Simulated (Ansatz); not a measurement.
# C₄H₁₀ClIn: how energies converge with the basis set

Aim: see how fast density functionals converge with the basis set for C₄H₁₀ClIn.

The runs use Ansatz 0.2.0, Gaussian basis; one geometry, several basis sets.

The runs, in order: PBE0-D4/def2-SVP; ωB97M-V/def2-SVP; PBE0-D4/def2-QZVPP; ωB97M-V/def2-QZVPP; the functionals' def2-TZVPP values are taken from earlier runs.

## (1) The geometry

All runs share one geometry, relaxed beforehand with PBE0-D4 in a triple-zeta def2 set. In takes the def2 core potential; no spin-orbit term is included.

SMILES `CCC[CH](Cl)[InH2]`, 16 atoms, charge 0, spin multiplicity 1.

Atoms are counted from 1 here; the program's logs count them from 0.

Bond lengths: C1–C2 1.522 Å, C1–H7 1.097 Å, C1–H8 1.092 Å, C1–H9 1.094 Å, C2–C3 1.527 Å, C2–H10 1.094 Å, C2–H11 1.096 Å, C3–C4 1.510 Å, C3–H12 1.096 Å, C3–H13 1.097 Å, C4–Cl5 1.822 Å, C4–In6 2.176 Å, C4–H14 1.091 Å, In6–H15 1.722 Å, In6–H16 1.721 Å. Angles: C2–C1–H7 112.1°, C2–C1–H8 111.3°, C2–C1–H9 111.4°, H7–C1–H8 105.8°, H7–C1–H9 108.6°, H8–C1–H9 107.4°, C1–C2–C3 114.9°, C1–C2–H10 108.8°, C1–C2–H11 109.5°, C3–C2–H10 107.8°, C3–C2–H11 109.4°, H10–C2–H11 106.0°, C2–C3–C4 112.4°, C2–C3–H12 109.6°, C2–C3–H13 108.8°, C4–C3–H12 109.8°, C4–C3–H13 109.7°, H12–C3–H13 106.4° and more.

## (2) PBE0-D4 in def2-SVP

in.yaml

```yaml
crystal:
  periodic: [false, false, false]
  atoms:
    - {symbol: C, position_ang: [-1.112943, -1.209393, -0.496209]}
    - {symbol: C, position_ang: [0.174269, -1.451668, 0.278157]}
    - {symbol: C, position_ang: [1.205403, -0.330354, 0.179039]}
    - {symbol: C, position_ang: [0.691152, 0.976243, 0.734587]}
    - {symbol: Cl, position_ang: [2.022137, 2.220141, 0.744931]}
    - {symbol: In, position_ang: [-0.749624, 2.104315, -0.442463]}
    - {symbol: H, position_ang: [-1.737994, -0.439631, -0.027342]}
    - {symbol: H, position_ang: [-1.728706, -2.110760, -0.532651]}
    - {symbol: H, position_ang: [-0.907584, -0.910787, -1.528711]}
    - {symbol: H, position_ang: [0.641308, -2.369407, -0.091356]}
    - {symbol: H, position_ang: [-0.062653, -1.636828, 1.331768]}
    - {symbol: H, position_ang: [1.503380, -0.197424, -0.867050]}
    - {symbol: H, position_ang: [2.109197, -0.632373, 0.722311]}
    - {symbol: H, position_ang: [0.406612, 0.870428, 1.782086]}
    - {symbol: H, position_ang: [-0.464010, 2.123990, -2.140261]}
    - {symbol: H, position_ang: [-1.989956, 2.993529, 0.353184]}
basis:
  gaussian: {orbitals: def2-SVP}
hamiltonian: {xc: pbe0, dispersion: d4}
output: {orbitals: {seedname: orbitals}}
```

On the command line:

```console
> ansatz run in.yaml --threads 2 --pin off --events-out ev --progress --plain --max-ram 20480MiB --backend cpu
```

After this run come: ωB97M-V in def2-SVP; PBE0-D4 in def2-QZVPP; ωB97M-V in def2-QZVPP.

Before running them: what should the planned runs give, taken together? Wanted: PBE0-D4: double and triple zeta above quadruple; ωB97M-V: double and triple zeta above quadruple.

The runs gave:

```
                                       quantity           value
PBE0-D4: double and triple zeta above quadruple   9.85, 0.66 eV
ωB97M-V: double and triple zeta above quadruple  10.10, 0.65 eV
```

In words: For PBE0-D4 the step from double to triple zeta gains 9.18 eV and the next only 0.66 eV. These are total energies; as a rule much of such shifts cancels in differences, which this series doesn't test.
